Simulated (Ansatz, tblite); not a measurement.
# Sn21H30 off rod (InSn₂₀H₃₀): one state, many levels

One table from this session's results is given with a row withheld; the runs are named, their logs left out.

The runs use Ansatz 0.2.0, Gaussian basis; as each input shows.

The runs, in order: GFN1-xTB, GFN2-xTB, PBE-D4/def2-SVP, r2SCAN-D4/def2-SVP, revPBE-D4/def2-SVP, r2SCAN-D4/def2-mTZVP.

4 further runs of the same task are left out: 2 for a known fault of the program, 2 set aside as unsound or not needed.

### The relaxed structure

The geometry is that of the doublet, from an earlier relaxation (PBE-D4/def2-SVP).

51 atoms, charge 0, spin multiplicity 2.

Bond lengths: In1–Sn5 2.901 Å, In1–Sn6 2.911 Å, In1–Sn7 2.794 Å, In1–Sn8 2.794 Å, Sn2–Sn13 2.828 Å, Sn2–Sn15 2.820 Å, Sn2–H22 1.741 Å, Sn2–H23 1.738 Å, Sn3–Sn11 2.817 Å, Sn3–Sn16 2.821 Å, Sn3–Sn17 2.821 Å, Sn3–H24 1.744 Å, Sn4–Sn13 2.828 Å, Sn4–Sn16 2.822 Å, Sn4–Sn18 2.815 Å, Sn4–H25 1.745 Å, Sn5–Sn11 2.823 Å, Sn5–Sn13 2.867 Å and more. Angles: Sn5–In1–Sn6 74.7°, Sn5–In1–Sn7 105.4°, Sn5–In1–Sn8 112.5°, Sn6–In1–Sn7 114.3°, Sn6–In1–Sn8 107.1°, Sn7–In1–Sn8 129.5°, Sn13–Sn2–Sn15 113.9°, Sn13–Sn2–H22 108.5°, Sn13–Sn2–H23 108.0°, Sn15–Sn2–H22 110.7°, Sn15–Sn2–H23 108.6°, H22–Sn2–H23 106.9°, Sn11–Sn3–Sn16 105.3°, Sn11–Sn3–Sn17 114.7°, Sn11–Sn3–H24 109.6°, Sn16–Sn3–Sn17 109.2°, Sn16–Sn3–H24 108.8°, Sn17–Sn3–H24 109.2° and more.

In, Sn take a core potential in the def2 sets. No spin-orbit coupling is included.

PBE0-D4/def2-SVP was run before; its log isn't repeated, and its numbers join the tables.

Set-up of the first run:

Tight binding, by tblite at 300 K electronic temperature and without a spin-polarisation term:

```python
tblite.interface.Calculator('GFN1-xTB', numbers, positions, charge=0, uhf=1).singlepoint()
```

Tight binding, by tblite at 300 K electronic temperature and without a spin-polarisation term:

```python
tblite.interface.Calculator('GFN2-xTB', numbers, positions, charge=0, uhf=1).singlepoint()
```

start.molden holds the orbitals of an earlier run on this state, given as this run's starting guess.

in.yaml

```yaml
crystal:
  periodic: [false, false, false]
  atoms:
    - {symbol: In, position_ang: [0.669255, 0.406781, 0.106955]}
    - {symbol: Sn, position_ang: [1.632679, -4.411505, -1.402610]}
    - {symbol: Sn, position_ang: [-2.109039, 2.167725, -4.156101]}
    - {symbol: Sn, position_ang: [1.045297, -1.166285, -4.804494]}
    - {symbol: Sn, position_ang: [-1.592083, -1.027987, -1.008706]}
    - {symbol: Sn, position_ang: [-1.689403, 1.776035, 1.124339]}
    - {symbol: Sn, position_ang: [1.846627, -1.361747, 1.921151]}
    - {symbol: Sn, position_ang: [1.872884, 2.113343, -1.748882]}
    - {symbol: Sn, position_ang: [-2.113825, -1.333897, 4.378729]}
    - {symbol: Sn, position_ang: [1.121285, 1.952004, 4.866657]}
    - {symbol: Sn, position_ang: [-3.530576, 0.428785, -2.455039]}
    - {symbol: Sn, position_ang: [-3.574699, 0.297470, 2.610723]}
    - {symbol: Sn, position_ang: [-0.177009, -2.753430, -2.808012]}
    - {symbol: Sn, position_ang: [-0.177761, -2.938104, 3.097008]}
    - {symbol: Sn, position_ang: [3.429288, -2.997047, 0.247374]}
    - {symbol: Sn, position_ang: [-0.862374, 0.495241, -6.055504]}
    - {symbol: Sn, position_ang: [-0.146389, 3.731399, -2.868236]}
    - {symbol: Sn, position_ang: [3.049877, 0.497464, -3.738043]}
    - {symbol: Sn, position_ang: [-0.030132, 3.432007, 2.756444]}
    - {symbol: Sn, position_ang: [3.102456, 0.173902, 3.924307]}
    - {symbol: Sn, position_ang: [-0.875115, 0.455463, 6.172987]}
    - {symbol: H, position_ang: [2.494816, -5.389130, -2.557051]}
    - {symbol: H, position_ang: [0.706834, -5.497262, -0.410912]}
    - {symbol: H, position_ang: [-3.227806, 3.219790, -4.982842]}
    - {symbol: H, position_ang: [1.730495, -2.256294, -5.982532]}
    - {symbol: H, position_ang: [-2.354622, -2.014317, 0.218812]}
    - {symbol: H, position_ang: [-2.457954, 2.779438, -0.082627]}
    - {symbol: H, position_ang: [3.099538, 3.142809, -1.057959]}
    - {symbol: H, position_ang: [-3.218768, -2.344549, 5.273892]}
    - {symbol: H, position_ang: [1.816316, 3.100604, 5.981333]}
    - {symbol: H, position_ang: [-4.473519, -0.669056, -3.424762]}
    - {symbol: H, position_ang: [-4.629197, 1.250652, -1.392073]}
    - {symbol: H, position_ang: [-4.603840, -0.592013, 1.535801]}
    - {symbol: H, position_ang: [-4.584383, 1.386385, 3.517976]}
    - {symbol: H, position_ang: [-1.363728, -3.785587, -3.581208]}
    - {symbol: H, position_ang: [-0.933813, -3.925655, 1.884031]}
    - {symbol: H, position_ang: [0.485222, -4.020290, 4.288763]}
    - {symbol: H, position_ang: [4.472393, -4.106806, 1.086114]}
    - {symbol: H, position_ang: [4.433310, -1.984442, -0.747828]}
    - {symbol: H, position_ang: [-2.055793, -0.469549, -6.871693]}
    - {symbol: H, position_ang: [-0.054368, 1.446796, -7.266324]}
    - {symbol: H, position_ang: [0.495486, 4.845259, -4.042378]}
    - {symbol: H, position_ang: [-0.880849, 4.691260, -1.616645]}
    - {symbol: H, position_ang: [3.749275, 1.429697, -5.027489]}
    - {symbol: H, position_ang: [4.320572, -0.460996, -3.042570]}
    - {symbol: H, position_ang: [1.213350, 4.031742, 1.695472]}
    - {symbol: H, position_ang: [-0.900767, 4.817083, 3.359508]}
    - {symbol: H, position_ang: [4.450262, 1.050773, 3.269860]}
    - {symbol: H, position_ang: [3.691670, -0.787950, 5.246941]}
    - {symbol: H, position_ang: [-2.072117, 1.527709, 6.833888]}
    - {symbol: H, position_ang: [-0.161058, -0.398620, 7.504756]}
basis:
  gaussian: {orbitals: def2-SVP, fitting: {mean_field: def2-universal-jkfit}, initial_orbitals: start.molden}
magnetization: {spin_polarized: true, initial_magnetization: 1}
hamiltonian: {xc: pbe, dispersion: d4}
scf: {omitted_lower_state_checks: [starts]}
output: {forces: true, orbitals: {seedname: orbitals}}
```

Launch:

```sh
$ ansatz run in.yaml --threads 4 --pin off --events-out ev --progress --plain --max-ram 66560MiB --backend cuda --devices 0, --max-vram 37GiB
```

Steps of the session up to this table: PBE-D4/def2-SVP; r2SCAN-D4/def2-SVP; revPBE-D4/def2-SVP; r2SCAN-D4/def2-mTZVP.

One table of the session follows, with a row left open; its other results are not shown here.

It belongs to the step «Binding energy». 

```
               level  binding an atom (eV)
     PBE-D4/def2-SVP                 2.408
  revPBE-D4/def2-SVP                 2.329
  r2SCAN-D4/def2-SVP                 2.407
r2SCAN-D4/def2-mTZVP                 2.382
    PBE0-D4/def2-SVP                     ?
```

Estimate the missing values for PBE0-D4/def2-SVP.

As computed: binding an atom (eV): 2.403. In the column «binding an atom (eV)» it lies between r2SCAN-D4/def2-mTZVP (2.382) and r2SCAN-D4/def2-SVP (2.407).

To keep in mind: Free atoms were run apart at each level; binding is atoms less cluster, divided by the number of atoms, without zero-point or spin-orbit terms.
